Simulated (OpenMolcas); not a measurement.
# InH2OF (SMILES [OH][InH][F]): levels of theory compared

Aim: a comparison of 6 runs (HF/STO-3G, B2PLYP/def2-SVP, BHLYP/def2-SVP, PBE/def2-SVP, revPBE/def2-SVP, MP2/def2-SVP) of InH2OF. 

Program for the calculation: OpenMolcas 26.06.

## Step 1: Starting point

The species is InH2OF (5 atoms), meant as a singlet with charge 0. As SMILES, `[OH][InH][F]`. Geometry: relaxed at PBE0-D4/def2-TZVP. This is a higher conformer, about 10 kJ/mol above the lowest found by a separate search.

Bond lengths: O1–In2 1.966 Å, In2–F3 1.944 Å, O1–H4 0.960 Å, In2–H5 1.691 Å. Angles: O1–In2–F3 106.4°, O1–In2–H5 133.9°, F3–In2–H5 119.7°, In2–O1–H4 113.6°.

## Step 2: Energy and gradient at HF/STO-3G (run 1)

Contents of run.inp:

```
* FH2InO Hartree-Fock
>>> EXPORT MOLCAS_PRINT=2

&GATEWAY
 BasLib = $CurrDir
 Coord
 5
 angstrom
 O       -1.279500      -0.345900      -0.577400
 In       0.480100       0.042500       0.210000
 F        1.185900      -1.654700       0.841500
 H       -1.725200       0.429800      -0.925700
 H        1.388500       1.454700       0.410200
 Basis = STO-3G
 Group = NoSym

&SEWARD

&SCF
 Thresholds = 1e-10 1e-07 1e-07 1e-05
 PrOrbitals = 0

&ALASKA
```

The basis set STO-3G is read from a file made from the Basis Set Exchange's data (not shown).

Command:

```console
$ export MOLCAS_MEM=1860
$ pymolcas run.inp > run.log
```

Log:

```text
--- Start Module: gateway ---
[...]
--- Stop Module: gateway /rc=_RC_ALL_IS_WELL_ ---
[...]
      Basis functions           39
[...]
--- Start Module: scf ---
[...]
       Convergence after  14 Iterations
[...]
::    Total SCF energy                              -5855.9154289595
[...]
      Total spin, S                                     0.0000000000
[...]
      Total electronic charge=   68.000000
      Total            charge=   -0.000000
[...]
      Dipole Moment (debye):
      Origin of the operator (angstrom)=    0.3745   -0.1987    0.1999
                   X=  1.0198E-01               Y=  2.6762E+00               Z= -4.0659E-01           Total=  2.7088E+00
      Quadrupole Moment (debye*angstrom):
[...]
--- Stop Module: scf /rc=_RC_ALL_IS_WELL_ ---
--- Start Module: alaska ---
[...]
 *              Molecular gradients               *
 **************************************************
  Irreducible representation: a
 ------------------------------------------------------------------------------------------
                              X                       Y                       Z
 ------------------------------------------------------------------------------------------
  O1               -4.39901319260940E-02    2.45197529899652E-02   -2.55135552903010E-02
  IN2               3.60935873029433E-04    7.80162029399278E-03   -1.16010482423945E-03
  F3                1.15230420576253E-02   -2.65713543082171E-02    1.01175049845494E-02
  H4                1.24847320443258E-02   -3.12155628176813E-02    1.13724082295104E-02
  H5                1.96214219511095E-02    2.54655438420119E-02    5.18374690047962E-03
 ------------------------------------------------------------------------------------------
--- Stop Module: alaska /rc=_RC_ALL_IS_WELL_ ---
[...]
```

Run time: 2.2 s. Hardware: 1 thread of Arm Neoverse V2, shared host; peak memory 0.37 GiB.

## Step 3: The energy at B2PLYP/def2-SVP (core potential) (run 2)

Contents of test.inp:

```
&GATEWAY
  BASLIB=$CurrDir
  COORD
  5
  angstrom
  O       -1.279500      -0.345900      -0.577400
  In       0.480100       0.042500       0.210000
  F        1.185900      -1.654700       0.841500
  H       -1.725200       0.429800      -0.925700
  H        1.388500       1.454700       0.410200
  BASIS=def2-SVP
  GROUP=NoSym

&SEWARD
  GRIDINPUT
  Grid=UltraFine
  End of Grid

&SCF
  KSDFT=B2PLYP_SCF
  THRESHOLDS=1e-10 1e-07 1e-07 1e-05
  PRORBITALS=1 1

&MBPT2
  FROZEN=6
```

The basis set def2-SVP is read from a file made from the Basis Set Exchange's data (not shown).

Command:

```console
$ export MOLCAS_MEM=1860
$ pymolcas test.inp > test.log
```

Log:

```text
--- Start Module: gateway ---
[...]
--- Stop Module: gateway /rc=_RC_ALL_IS_WELL_ ---
[...]
      Basis functions           64
[...]
--- Start Module: scf ---
[...]
       Convergence after  13 Iterations
[...]
::    Total KS-DFT energy                            -365.7092232289
[...]
      Total spin, S                                     0.0000000000
[...]
      Total electronic charge=   40.000000
      Total            charge=   -0.000000
[...]
      Dipole Moment (debye):
      Origin of the operator (angstrom)=    0.3745   -0.1987    0.1999
                   X= -1.2078E-01               Y=  4.3469E+00               Z= -7.9917E-01           Total=  4.4214E+00
      Quadrupole Moment (debye*angstrom):
[...]
--- Stop Module: scf /rc=_RC_ALL_IS_WELL_ ---
[...]
--- Start Module: mbpt2 ---
[...]
 ###    WARNING: MP2 implementation intended for RHF references only         ###
 ###############################################################################
MBPT2 WARNING: Reference function according to RunFile:KS-DFT
I'll assume you know what you're doing and continue
WARNING!
Default frozen orbitals as non valence orbitals is overwritten by user input.
Default values:   2
[...]
       Reference weight ( Cref**2 )         =        0.82381
::    Total MBPT2 energy                             -366.2902035932
[...]
      Total MBPT2 calculations                           0.11      0.12
--- Stop Module: mbpt2 /rc=_RC_ALL_IS_WELL_ ---
[...]
```

It took 8.4 s on 1 thread of Arm Neoverse V2, shared host; peak memory 0.4 GiB.

## Step 4: Energy and forces at BHLYP/def2-SVP (core potential) (run 3)

Contents of struct.xyz:

```xyz
5

O     -1.279500    -0.345900    -0.577400
In     0.480100     0.042500     0.210000
F      1.185900    -1.654700     0.841500
H     -1.725200     0.429800    -0.925700
H      1.388500     1.454700     0.410200
```

Contents of run.inp:

```
>>> EXPORT MOLCAS_PRINT=2

&GATEWAY
  BASLIB = $CurrDir
  COORD = struct.xyz
  BASIS = def2-SVP
  GROUP = NoSym

&SEWARD
  GRIDINPUT
  Grid=UltraFine
  End of Grid

&SCF
  KSDFT = HYB_GGA_XC_BHANDHLYP
  THRESHOLDS = 1e-10 1e-07 1e-07 1e-05
  PRORBITALS = 0

&ALASKA
```

The basis set def2-SVP is read from a file made from the Basis Set Exchange's data (not shown).

Command:

```console
$ export MOLCAS_MEM=1860
$ pymolcas run.inp > run.log
```

Log:

```text
--- Start Module: gateway ---
[...]
--- Stop Module: gateway /rc=_RC_ALL_IS_WELL_ ---
[...]
      Basis functions           64
[...]
--- Start Module: scf ---
[...]
       Convergence after  14 Iterations
[...]
::    Total KS-DFT energy                            -366.1202683695
[...]
      Total spin, S                                     0.0000000000
[...]
      Total electronic charge=   40.000000
      Total            charge=   -0.000000
[...]
      Dipole Moment (debye):
      Origin of the operator (angstrom)=    0.3745   -0.1987    0.1999
                   X= -1.1840E-01               Y=  4.3555E+00               Z= -7.9947E-01           Total=  4.4298E+00
      Quadrupole Moment (debye*angstrom):
[...]
--- Stop Module: scf /rc=_RC_ALL_IS_WELL_ ---
[...]
--- Start Module: alaska ---
[...]
 *              Molecular gradients               *
 **************************************************
  Irreducible representation: a
 ------------------------------------------------------------------------------------------
                              X                       Y                       Z
 ------------------------------------------------------------------------------------------
  O1                4.85453468644614E-03   -6.66872991998790E-03    3.49129974871154E-03
  IN2              -2.42848838336673E-03    1.56407994080787E-03   -1.44770722659837E-03
  F3               -1.21720096719535E-03    8.00541638060537E-04   -7.25811625688522E-04
  H4               -8.07658916373910E-04    5.43024945282689E-03   -1.31626459452683E-03
  H5               -4.01186419542565E-04   -1.12614111170206E-03   -1.51630190525776E-06
 ------------------------------------------------------------------------------------------
--- Stop Module: alaska /rc=_RC_ALL_IS_WELL_ ---
[...]
```

Wall time 11 s (1 thread of Arm Neoverse V2, shared host); peak memory 0.4 GiB.

Runs 4 to 5 aren't shown in full; the table further down has their settings and results.

## Step 5: The energy at MP2/def2-SVP (core potential) (run 6)

Contents of mol.xyz:

```xyz
5

O     -1.279500    -0.345900    -0.577400
In     0.480100     0.042500     0.210000
F      1.185900    -1.654700     0.841500
H     -1.725200     0.429800    -0.925700
H      1.388500     1.454700     0.410200
```

Contents of run.inp:

```
* FH2InO MP2

&GATEWAY
  BasLib = $CurrDir
  Coord = mol.xyz
  Basis = def2-SVP
  Group = NoSym

&SEWARD

&SCF
  Thresholds = 1e-10 1e-07 1e-07 1e-05
  PrOrbitals = 1 1

&MBPT2
  Frozen = 6
```

The basis set def2-SVP is read from a file made from the Basis Set Exchange's data (not shown).

Command:

```console
$ export MOLCAS_MEM=1860
$ pymolcas run.inp > run.log
```

Log:

```text
--- Start Module: gateway ---
[...]
--- Stop Module: gateway /rc=_RC_ALL_IS_WELL_ ---
[...]
      Basis functions           64
[...]
--- Start Module: scf ---
[...]
       Convergence after  14 Iterations
[...]
::    Total SCF energy                               -364.5483442641
[...]
      Total spin, S                                     0.0000000000
[...]
      Total electronic charge=   40.000000
      Total            charge=   -0.000000
[...]
      Dipole Moment (debye):
      Origin of the operator (angstrom)=    0.3745   -0.1987    0.1999
                   X= -7.7354E-03               Y=  4.6843E+00               Z= -8.0185E-01           Total=  4.7524E+00
      Quadrupole Moment (debye*angstrom):
[...]
--- Stop Module: scf /rc=_RC_ALL_IS_WELL_ ---
[...]
--- Start Module: mbpt2 ---
[...]
WARNING!
Default frozen orbitals as non valence orbitals is overwritten by user input.
Default values:   2
[...]
       Reference weight ( Cref**2 )         =        0.88555
::    Total MBPT2 energy                             -365.0185597557
[...]
      Total MBPT2 calculations                           0.11      0.12
--- Stop Module: mbpt2 /rc=_RC_ALL_IS_WELL_ ---
[...]
```

Wall time 2.8 s (1 thread of Arm Neoverse V2, shared host); peak memory 0.4 GiB.

## Step 6: The series

```
run                             level      task  frozen core orbitals   energy (Eh)  dipole moment (D) of the reference  HOMO energy (eV)  LUMO energy (eV)  wall time
  1                         HF/STO-3G  gradient                     –  -5855.915429                                2.71             -8.13              6.41      2.2 s
  2  B2PLYP/def2-SVP (core potential)    energy                     6   -365.866088                                4.42            -10.18             -0.37      8.4 s
  3   BHLYP/def2-SVP (core potential)  gradient                     –   -366.120268                                4.43            -10.23             -0.63       11 s
  4     PBE/def2-SVP (core potential)  gradient                     –   -366.104577                                3.83             -6.90             -2.07       14 s
  5  revPBE/def2-SVP (core potential)  gradient                     –   -366.270408                                3.80             -6.84             -1.98       14 s
  6     MP2/def2-SVP (core potential)    energy                     6   -365.018560                                4.75            -12.55              1.19      2.8 s
```

## Step 7: Results

```
                                          quantity          value
                               run 6: total energy  -365.01856 Eh
         run 6: dipole moment (mean-field density)         4.75 D
        run 6: HOMO energy (Hartree–Fock orbitals)      -12.55 eV
        run 6: LUMO energy (Hartree–Fock orbitals)        1.19 eV
      run 6: HOMO–LUMO gap (Hartree–Fock orbitals)       13.73 eV
run 6: correlation energy (6 core orbitals frozen)     -470.2 mEh
```

**Reading.** Over runs 1, 2, 3, 4, 5 the dipole moment (its size) runs from 2.71 D (HF/STO-3G) to 4.43 D (BHLYP/def2-SVP). The two ends differ in method and basis and core potential. Over runs 1, 2, 3, 4, 5 the HOMO–LUMO gap runs from 4.84 eV (PBE/def2-SVP) to 14.53 eV (HF/STO-3G). For B2PLYP the log adds the whole second-order term; the table takes 0.27 of it, as the functional is defined. Totals of different functionals can't be ranked against each other. Some runs of one species differ in core potentials or relativity; totals across that change don't compare. In run 1 the basis is minimal, so the values are rough. In run 1 relativity is left out where basis or elements ask for it. All runs together took 53 s, the longest 14 s.
